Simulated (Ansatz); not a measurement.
**BN2H4F (SMILES NB(N)F) at 6 levels**

Wanted: a comparison of 6 runs (HF/STO-3G, HF/3-21G, HF/def2-SVP, B3LYP/6-31G*, PBE0/def2-SVPD) of BN2H4F. 

The results are computed with Ansatz 0.2.0.

2 further runs of the same task are left out: 1 for a known fault of the program, 1 set aside as unsound or not needed.

## Step 1: The molecule

The species is BN2H4F (8 atoms), meant as a singlet with charge 0. As SMILES, `NB(N)F`. Geometry: relaxed at PBE0-D4/def2-TZVP.

Bond lengths: N1–B2 1.409 Å, B2–N3 1.409 Å, B2–F4 1.350 Å, N1–H5 1.003 Å, N1–H6 1.002 Å, N3–H7 1.002 Å, N3–H8 1.003 Å. Angles: N1–B2–N3 124.8°, N1–B2–F4 117.6°, N3–B2–F4 117.6°, B2–N1–H5 121.2°, B2–N1–H6 124.3°, B2–N3–H7 124.3°, B2–N3–H8 121.2°, H5–N1–H6 114.5°, H7–N3–H8 114.5°.

## Step 2: Energy and gradient at HF/STO-3G (run 1)

job.yaml reads:

```yaml
crystal:
  periodic: [false, false, false]
  atoms:
    - {symbol: N, position_ang: [-0.498800, 1.126200, -0.251400]}
    - {symbol: B, position_ang: [-0.102600, -0.220500, -0.374700]}
    - {symbol: N, position_ang: [0.632300, -0.934100, 0.593100]}
    - {symbol: F, position_ang: [-0.452700, -0.874800, -1.502100]}
    - {symbol: H, position_ang: [-1.022300, 1.582800, -0.975200]}
    - {symbol: H, position_ang: [-0.293400, 1.705100, 0.540500]}
    - {symbol: H, position_ang: [0.943100, -0.548000, 1.464100]}
    - {symbol: H, position_ang: [0.886500, -1.893900, 0.449900]}
basis:
  gaussian:
    orbitals: STO-3G
hamiltonian:
  xc: hf
accuracy: high
output:
  forces: true
  orbitals: {seedname: orbitals}
```

Launch:

```bash
ansatz run job.yaml --threads 1 --pin off --max-ram 2610MiB --events-out events.jsonl --progress --plain --runs-dir runs
```

Log:

```text
Warning: RAYON_NUM_THREADS=1 ignored (pool sized by the plan → 1); use --threads N
Functional definition: HF
  name "HF"
  exchange = exact_x
  correlation = 0
469 factors; integrals over basis functions are off by at most 1.2e-8 eV
mean field evaluation 1: about -6320.7699 eV, gradient 2.2e1 eV
mean field evaluation 2: about -6320.8790 eV, gradient 2.2e1 eV
mean field evaluation 4: about -6322.5712 eV, gradient 1.0e0 eV
mean field evaluation 8: about -6322.5743 eV, gradient 3.3e-5 eV
mean field -6322.57433862 eV, -232.3503213494 hartree, gradient 6.1e-9 eV, S^2 0.000000; 0 other end points of the search recorded, 0 dependent functions left out
the calculation of the forces begins
reference -6322.57433862 eV, -232.3503213494 hartree; 16, 16 occupied and 8, 8 virtual orbitals, 469 factors
Total energy: -6322.57433862 eV, -232.3503213494 hartree
Atom 0 at    -0.498800     1.126200    -0.251400 Å, force     0.356080    -0.859011     0.124431 eV/Å
Atom 1 at    -0.102600    -0.220500    -0.374700 Å, force    -0.419906    -0.787575    -1.352160 eV/Å
Atom 2 at     0.632300    -0.934100     0.593100 Å, force    -0.472560     0.647983    -0.496387 eV/Å
Atom 3 at    -0.452700    -0.874800    -1.502100 Å, force     0.304931     0.569369     0.980887 eV/Å
Atom 4 at    -1.022300     1.582800    -0.975200 Å, force    -0.330513     0.387721    -0.390602 eV/Å
Atom 5 at    -0.293400     1.705100     0.540500 Å, force     0.098486     0.459623     0.501925 eV/Å
Atom 6 at     0.943100    -0.548000     1.464100 Å, force     0.248761     0.189219     0.616351 eV/Å
Atom 7 at     0.886500    -1.893900     0.449900 Å, force     0.214721    -0.607329     0.015555 eV/Å
Dipole moment:     0.088604     0.165728     0.285494 e Å
```

It took 0.77 s on 1 thread of Arm Neoverse N1, shared host; peak memory 0.25 GiB.

## Step 3: Energy and forces at HF/3-21G (run 2)

in.yaml reads:

```yaml
crystal:
  periodic: [false, false, false]
  atoms:
    - {symbol: "N", position_ang: [-0.498800, 1.126200, -0.251400]}
    - {symbol: B, position_ang: [-0.102600, -0.220500, -0.374700]}
    - {symbol: N, position_ang: [0.632300, -0.934100, 0.593100]}
    - {symbol: F, position_ang: [-0.452700, -0.874800, -1.502100]}
    - {symbol: H, position_ang: [-1.022300, 1.582800, -0.975200]}
    - {symbol: H, position_ang: [-0.293400, 1.705100, 0.540500]}
    - {symbol: H, position_ang: [0.943100, -0.548000, 1.464100]}
    - {symbol: H, position_ang: [0.886500, -1.893900, 0.449900]}
basis:
  gaussian: {orbitals: 3-21G.json}
accuracy: high
output: {forces: true, orbitals: {seedname: orbitals}}
hamiltonian: {xc: hf}
```

The basis set 3-21G is read from a file made from the Basis Set Exchange's data (not shown).

Launch:

```bash
ansatz run in.yaml --threads 1 --pin off --max-ram 2610MiB --events-out events.jsonl --progress --plain --runs-dir runs
```

Log:

```text
Warning: RAYON_NUM_THREADS=1 ignored (pool sized by the plan → 1); use --threads N
[... 4 set-up lines as earlier in the session ...]
1041 factors; integrals over basis functions are off by at most 1.0e-8 eV
mean field evaluation 1: about -6371.5887 eV, gradient 3.5e1 eV
mean field evaluation 2: about -6371.5918 eV, gradient 3.5e1 eV
mean field evaluation 4: about -6373.9916 eV, gradient 1.9e0 eV
mean field evaluation 8: about -6374.0019 eV, gradient 1.9e-4 eV
mean field -6374.00191519 eV, -234.2402499294 hartree, gradient 3.2e-8 eV, S^2 0.000000; 0 other end points of the search recorded, 0 dependent functions left out
the calculation of the forces begins
reference -6374.00191519 eV, -234.2402499294 hartree; 16, 16 occupied and 28, 28 virtual orbitals, 1041 factors
Total energy: -6374.00191519 eV, -234.2402499294 hartree
Atom 0 at    -0.498800     1.126200    -0.251400 Å, force    -0.190395     0.696378     0.091439 eV/Å
Atom 1 at    -0.102600    -0.220500    -0.374700 Å, force     0.128609     0.237645     0.413961 eV/Å
Atom 2 at     0.632300    -0.934100     0.593100 Å, force     0.377325    -0.340921     0.514265 eV/Å
Atom 3 at    -0.452700    -0.874800    -1.502100 Å, force    -0.257946    -0.482555    -0.831616 eV/Å
Atom 4 at    -1.022300     1.582800    -0.975200 Å, force     0.108203    -0.095108     0.149052 eV/Å
Atom 5 at    -0.293400     1.705100     0.540500 Å, force    -0.032341    -0.151830    -0.165138 eV/Å
Atom 6 at     0.943100    -0.548000     1.464100 Å, force    -0.080868    -0.060086    -0.200019 eV/Å
Atom 7 at     0.886500    -1.893900     0.449900 Å, force    -0.052586     0.196477     0.028057 eV/Å
Dipole moment:     0.142806     0.267058     0.460119 e Å
```

It took 1.3 s on 1 thread of Arm Neoverse N1, shared host; peak memory 0.25 GiB.

Runs 3 to 4 aren't shown in full; the table further down has their settings and results.

## Step 4: Energy and gradient at B3LYP/6-31G(d) (Cartesian functions) (run 5)

run.yaml reads:

```yaml
crystal:
  periodic: [false, false, false]
  atoms:
    - symbol: "N"
      position_ang: [-0.498800, 1.126200, -0.251400]
    - symbol: B
      position_ang: [-0.102600, -0.220500, -0.374700]
    - symbol: "N"
      position_ang: [0.632300, -0.934100, 0.593100]
    - symbol: F
      position_ang: [-0.452700, -0.874800, -1.502100]
    - symbol: H
      position_ang: [-1.022300, 1.582800, -0.975200]
    - symbol: H
      position_ang: [-0.293400, 1.705100, 0.540500]
    - symbol: H
      position_ang: [0.943100, -0.548000, 1.464100]
    - symbol: H
      position_ang: [0.886500, -1.893900, 0.449900]
basis:
  gaussian: {orbitals: "6-31G*"}
hamiltonian: {xc: {name: B3LYP}}
accuracy: high
output: {forces: true, orbitals: {seedname: orbitals}}
```

Launch:

```bash
ansatz run run.yaml --threads 1 --pin off --max-ram 2610MiB --events-out events.jsonl --progress --plain --runs-dir runs
```

Log:

```text
Warning: RAYON_NUM_THREADS=1 ignored (pool sized by the plan → 1); use --threads N
Functional definition: B3LYP
  name "B3LYP"
  parameter a0 = 0.2
  parameter ax = 0.72
  parameter ac = 0.81
  exchange = (1 - a0 - ax)*slater_x + ax*b88_x + a0*exact_x
  correlation = (1 - ac)*vwn_rpa_c + ac*lyp_c
1523 factors; integrals over basis functions are off by at most 2.8e-9 eV
mean field evaluation 1: about -6432.7942 eV, gradient 7.1e1 eV
mean field evaluation 2: about -6426.9051 eV, gradient 8.7e1 eV
mean field evaluation 4: about -6442.1064 eV, gradient 2.9e0 eV
mean field evaluation 8: about -6442.1147 eV, gradient 1.1e-2 eV
mean field evaluation 16: about -6442.1147 eV, gradient 2.4e-7 eV
mean field -6442.11469874 eV, -236.7433485565 hartree, gradient 3.5e-8 eV, S^2 0.000000; 0 other end points of the search recorded, 0 dependent functions left out
the calculation of the forces begins
reference -6442.11472941 eV, -236.7433496837 hartree; 16, 16 occupied and 52, 52 virtual orbitals, 1523 factors
Total energy: -6442.11472941 eV, -236.7433496837 hartree
Atom 0 at    -0.498800     1.126200    -0.251400 Å, force     0.011625     0.049963     0.056041 eV/Å
Atom 1 at    -0.102600    -0.220500    -0.374700 Å, force    -0.040230    -0.077463    -0.129468 eV/Å
Atom 2 at     0.632300    -0.934100     0.593100 Å, force     0.024893     0.023745     0.064340 eV/Å
Atom 3 at    -0.452700    -0.874800    -1.502100 Å, force    -0.074362    -0.139409    -0.240365 eV/Å
Atom 4 at    -1.022300     1.582800    -0.975200 Å, force    -0.120858     0.115696    -0.160385 eV/Å
Atom 5 at    -0.293400     1.705100     0.540500 Å, force     0.037057     0.179029     0.192929 eV/Å
Atom 6 at     0.943100    -0.548000     1.464100 Å, force     0.097317     0.071890     0.239601 eV/Å
Atom 7 at     0.886500    -1.893900     0.449900 Å, force     0.064559    -0.223452    -0.022693 eV/Å
Dipole moment:     0.121166     0.226609     0.390430 e Å
```

It took 9.6 s on 1 thread of Arm Neoverse N1, shared host; peak memory 0.25 GiB.

## Step 5: Energy and gradient at PBE0/def2-SVPD (run 6)

molecule.yaml reads:

```yaml
crystal:
  periodic: [false, false, false]
  atoms:
    - {symbol: "N", position_ang: [-0.498800, 1.126200, -0.251400]}
    - {symbol: B, position_ang: [-0.102600, -0.220500, -0.374700]}
    - {symbol: "N", position_ang: [0.632300, -0.934100, 0.593100]}
    - {symbol: F, position_ang: [-0.452700, -0.874800, -1.502100]}
    - {symbol: H, position_ang: [-1.022300, 1.582800, -0.975200]}
    - {symbol: H, position_ang: [-0.293400, 1.705100, 0.540500]}
    - {symbol: H, position_ang: [0.943100, -0.548000, 1.464100]}
    - {symbol: H, position_ang: [0.886500, -1.893900, 0.449900]}
basis:
  gaussian:
    orbitals: def2-SVPD
hamiltonian:
  xc: {name: PBE0}
accuracy: high
output: {forces: true, orbitals: {seedname: orbitals}}
```

Launch:

```bash
ansatz run molecule.yaml --threads 1 --pin off --max-ram 2610MiB --events-out events.jsonl --progress --plain --runs-dir runs
```

Log:

```text
Warning: RAYON_NUM_THREADS=1 ignored (pool sized by the plan → 1); use --threads N
Functional definition: PBE0
  name "PBE0"
  parameter a = 0.25
  parameter kappa = 0.804
  parameter beta = 0.06672455060314922
  exchange = (1 - a)*pbe_x(kappa = kappa, mu = beta*pi^2/3) + a*exact_x
  correlation = pbe_c(beta = beta)
2396 factors; integrals over basis functions are off by at most 3.3e-9 eV
mean field evaluation 1: about -6422.9378 eV, gradient 6.7e1 eV
mean field evaluation 2: about -6417.5154 eV, gradient 8.2e1 eV
mean field evaluation 4: about -6431.2947 eV, gradient 2.5e0 eV
mean field evaluation 8: about -6431.2986 eV, gradient 6.8e-2 eV
mean field evaluation 16: about -6431.2986 eV, gradient 2.3e-7 eV
mean field -6431.29859040 eV, -236.3458639063 hartree, gradient 5.7e-8 eV, S^2 0.000000; 0 other end points of the search recorded, 0 dependent functions left out
the calculation of the forces begins
reference -6431.29859312 eV, -236.3458640063 hartree; 16, 16 occupied and 99, 99 virtual orbitals, 2396 factors
Total energy: -6431.29859312 eV, -236.3458640063 hartree
Atom 0 at    -0.498800     1.126200    -0.251400 Å, force     0.033568    -0.121855    -0.016117 eV/Å
Atom 1 at    -0.102600    -0.220500    -0.374700 Å, force     0.051608     0.094249     0.166369 eV/Å
Atom 2 at     0.632300    -0.934100     0.593100 Å, force    -0.068632     0.061879    -0.093857 eV/Å
Atom 3 at    -0.452700    -0.874800    -1.502100 Å, force    -0.071007    -0.133139    -0.229560 eV/Å
Atom 4 at    -1.022300     1.582800    -0.975200 Å, force    -0.107039     0.095253    -0.146865 eV/Å
Atom 5 at    -0.293400     1.705100     0.540500 Å, force     0.042772     0.120073     0.164729 eV/Å
Atom 6 at     0.943100    -0.548000     1.464100 Å, force     0.065375     0.081752     0.183212 eV/Å
Atom 7 at     0.886500    -1.893900     0.449900 Å, force     0.053354    -0.198212    -0.027910 eV/Å
Dipole moment:     0.128500     0.240316     0.414038 e Å
```

Run time: 22 s. Hardware: 1 thread of Arm Neoverse N1, shared host; peak memory 0.39 GiB.

## Step 6: All runs side by side

```
run                               level  Cartesian functions  energy (Eh)  dipole moment (D)  HOMO energy (eV)  LUMO energy (eV)  wall time
  1                           HF/STO-3G                   no  -232.350321               1.64             -8.35             11.49     0.77 s
  2                            HF/3-21G                   no  -234.240250               2.65            -10.32              7.18      1.3 s
  3                         HF/def2-SVP                   no  -235.329560               2.53            -10.57              4.67      5.1 s
  4  B3LYP/6-31G* (spherical functions)                   no  -236.739693               2.24             -6.34              2.17        9 s
  5  B3LYP/6-31G* (Cartesian functions)                  yes  -236.743350               2.25             -6.34              2.14      9.6 s
  6                      PBE0/def2-SVPD                   no  -236.345864               2.38             -7.26              0.27       22 s
```

## Step 7: Summary of results

| quantity | value |
| --- | --- |
| run 6: total energy | -236.34586 Eh |
| run 6: dipole moment | 2.38 D |
| run 6: HOMO energy | -7.26 eV |
| run 6: LUMO energy | 0.27 eV |
| run 6: HOMO–LUMO gap | 7.53 eV |
| run 6: largest force on an atom | 0.275 eV/Å |

**Reading.** The dipole moment (its size) runs from 1.64 D (HF/STO-3G) to 2.65 D (HF/3-21G). The HOMO–LUMO gap runs from 7.53 eV (PBE0/def2-SVPD) to 19.84 eV (HF/STO-3G). The two ends differ in method and basis. Totals of different functionals can't be ranked against each other. In run 1 the basis is minimal, so the values are rough. All runs together took 48 s, the longest 22 s.
